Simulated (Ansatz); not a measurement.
**GeH3Cl (chlorogermane): r2SCAN0/def2-TZVP**

Aim: the electronic atomisation energy of GeH3Cl (chlorogermane) at r2SCAN0/def2-TZVP, from 4 runs. 

The results are computed with Ansatz 0.2.0.

46 further runs of the same task are left out: 6 that didn't finish, 40 set aside as unsound or not needed.

**1. Starting point**

GeH3Cl: 5 atoms, total charge 0, spin state singlet. SMILES: `[Cl][GeH3]`. The coordinates come from a PBE0-D4/def2-TZVP relaxation.

Bond lengths: Cl1–Ge2 2.155 Å, Ge2–H3 1.532 Å, Ge2–H4 1.532 Å, Ge2–H5 1.532 Å. Angles: Cl1–Ge2–H3 107.1°, Cl1–Ge2–H4 107.1°, Cl1–Ge2–H5 107.1°, H3–Ge2–H4 111.7°, H3–Ge2–H5 111.7°, H4–Ge2–H5 111.7°.

**2. A single-point energy at r2SCAN0/def2-TZVP**

File in.yaml:

```yaml
crystal:
  periodic: [false, false, false]
  atoms:
    - {symbol: Cl, position_ang: [-1.875800, -0.025100, 0.641300]}
    - {symbol: Ge, position_ang: [0.161800, -0.013900, -0.060600]}
    - {symbol: H, position_ang: [0.160400, 0.656200, -1.438100]}
    - {symbol: H, position_ang: [0.619000, -1.473700, -0.140600]}
    - {symbol: H, position_ang: [0.984500, 0.782900, 0.956700]}
basis:
  gaussian:
    orbitals: def2-TZVP
hamiltonian:
  xc: {name: r2SCAN0}
accuracy: high
output: {orbitals: {seedname: orbitals}}
```

The run is started by

```bash
$ ansatz run in.yaml --threads 1 --pin off --max-ram 3480MiB --events-out events.jsonl --progress --plain --runs-dir runs
```

The log of the run:

```text
Warning: RAYON_NUM_THREADS=1 ignored (pool sized by the plan → 1); use --threads N
Functional definition: r2SCAN0
  name "r2SCAN0"
  parameter a = 0.25
  parameter k0 = 0.174
  parameter k1 = 0.065
  parameter a1 = 4.9479
  exchange = (1 - a)*r2scan_x(k0 = k0, k1 = k1, a1 = a1) + a*exact_x
  correlation = r2scan_c
1678 factors; integrals over basis functions are off by at most 4.4e-9 eV
mean field evaluation 1: about -69088.9774 eV, gradient 1.6e1 eV
mean field evaluation 2: about -69089.0171 eV, gradient 1.7e1 eV
mean field evaluation 4: about -69089.2923 eV, gradient 1.3e0 eV
mean field evaluation 8: about -69089.3573 eV, gradient 1.6e-2 eV
mean field evaluation 16: about -69089.3573 eV, gradient 5.1e-6 eV
mean field -69089.35729063 eV, -2538.9870499822 hartree, gradient 3.5e-8 eV, S^2 0.000000; 0 other end points of the search recorded, 0 dependent functions left out
reference -69089.35729117 eV, -2538.9870500020 hartree; 26, 26 occupied and 77, 77 virtual orbitals, 1678 factors
Total energy: -69089.35729117 eV, -2538.9870500020 hartree
```

It took 15 s on 1 thread of Arm Neoverse V1, shared host; peak memory 0.34 GiB.

**3. The Cl atom**

File molecule.yaml:

```yaml
basis:
  gaussian:
    orbitals: def2-TZVP
crystal:
  periodic: [false, false, false]
  atoms:
    - {symbol: Cl, position_ang: [0.000000, 0.000000, 0.000000]}
accuracy: high
magnetization:
  spin_polarized: true
  initial_magnetization: 1
hamiltonian:
  xc: {name: r2SCAN0}
```

Run the same way, it converges to -460.11633 Eh (log not shown).

**4. The Ge atom**

File run.yaml:

```yaml
crystal:
  periodic: [false, false, false]
  atoms:
    - {symbol: Ge, position_ang: [0.000000, 0.000000, 0.000000]}
basis:
  gaussian: {orbitals: def2-TZVP}
magnetization: {spin_polarized: true, initial_magnetization: 2}
hamiltonian: {xc: {name: r2SCAN0}}
accuracy: high
```

Run the same way, it converges to -2076.88736 Eh (log not shown).

**5. The H atom, same level**

File input.yaml:

```yaml
crystal:
  periodic: [false, false, false]
  atoms:
    - {symbol: H, position_ang: [0.000000, 0.000000, 0.000000]}
basis:
  gaussian: {orbitals: def2-TZVP}
magnetization: {spin_polarized: true, initial_magnetization: 1}
hamiltonian: {xc: {name: r2SCAN0}}
accuracy: high
```

Run the same way, it converges to -0.49987 Eh (log not shown).

**6. Summary of results**

At r2SCAN0/def2-TZVP:

```
                     quantity           value
       molecule: total energy  -2538.98705 Eh
        molecule: HOMO energy        -9.01 eV
        molecule: LUMO energy        -0.08 eV
      molecule: HOMO–LUMO gap         8.93 eV
        Cl atom: total energy   -460.11633 Eh
                Cl atom: ⟨S²⟩           0.756
        Ge atom: total energy  -2076.88736 Eh
                Ge atom: ⟨S²⟩           2.006
         H atom: total energy     -0.49987 Eh
                 H atom: ⟨S²⟩           0.750
electronic atomisation energy       13.164 eV
```

**Reading.** Taking the molecule apart into free atoms costs 13.16 eV (304 kcal/mol), before zero-point energy and without spin-orbit coupling.
